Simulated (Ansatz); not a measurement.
**CHLiOSi (SMILES [Li][O][Si]#C): single points off equilibrium**

The task here is to estimate one member of a computed series from the others.

Method: single points in def2-TZVPP; program: Ansatz 0.2.0, Gaussian basis.

Cores are frozen in the correlated methods. The outer core shell of Li, Na, Mg and K is correlated.

### The system as given

SMILES `[Li][O][Si]#C`, 5 atoms, charge 0, spin multiplicity 1.

Atoms are counted from 1 here; the program's logs count them from 0.

Bond lengths: Li1–O2 1.673 Å, O2–Si3 1.606 Å, Si3–C4 1.777 Å, C4–H5 1.131 Å. Angles: Li1–O2–Si3 176.1°, O2–Si3–C4 170.1°, Si3–C4–H5 112.8°.

As a file:

| atom | x (Å) | y (Å) | z (Å) |
| --- | --- | --- | --- |
| Li1 | -1.5237 | -2.4527 | 1.1825 |
| O2 | -0.7685 | -1.0772 | 0.6014 |
| Si3 | 0.0087 | 0.1792 | -0.0292 |
| C4 | 0.6569 | 1.7388 | -0.5807 |
| H5 | 1.6326 | 1.6328 | -1.1435 |

The first run:

run/in.yaml reads:

```yaml
crystal:
  periodic: [false, false, false]
  atoms:
    - {symbol: Li, position_ang: [-1.523700, -2.452700, 1.182500]}
    - {symbol: O, position_ang: [-0.768500, -1.077200, 0.601400]}
    - {symbol: Si, position_ang: [0.008700, 0.179200, -0.029200]}
    - {symbol: C, position_ang: [0.656900, 1.738800, -0.580700]}
    - {symbol: H, position_ang: [1.632600, 1.632800, -1.143500]}
basis:
  gaussian: {orbitals: def2-TZVPP}
correlation: {method: ccsd_t}
output: {forces: true}
```

No record of the launch command was kept for these runs.

Steps of the session up to this table: CCSD(T)/def2-TZVPP; PBE0-D4/def2-TZVPP; wB97M-V/def2-TZVPP; r2SCAN-D4/def2-TZVPP; PBE-D4/def2-TZVPP; HSE06-D4/def2-TZVPP; CAM-B3LYP-D4/def2-TZVPP.

One table of the session follows, with a row left open; its other results are not shown here.

| method | RMS force component (eV/Å) | angle to CCSD(T) forces (°) | dipole (D) |
| --- | --- | --- | --- |
| CCSD(T) | 0.799 | reference | 11.34 |
| PBE0-D4 | 0.915 | 10.9 | 11.63 |
| wB97M-V | 0.946 | 12.2 | 11.74 |
| r2SCAN-D4 | 0.892 | 8.8 | 11.68 |
| PBE-D4 | 0.838 | 16.1 | 11.34 |
| HSE06-D4 | ? | ? | ? |
| CAM-B3LYP-D4 | 0.982 | 13.2 | 11.67 |

**Question.** Estimate the row for HSE06-D4.

**Answer.** RMS force component (eV/Å): 0.908; angle to CCSD(T) forces (°): 10.7; dipole (D): 11.62. In the column «RMS force component (eV/Å)» it lies between r2SCAN-D4 (0.892) and PBE0-D4 (0.915).
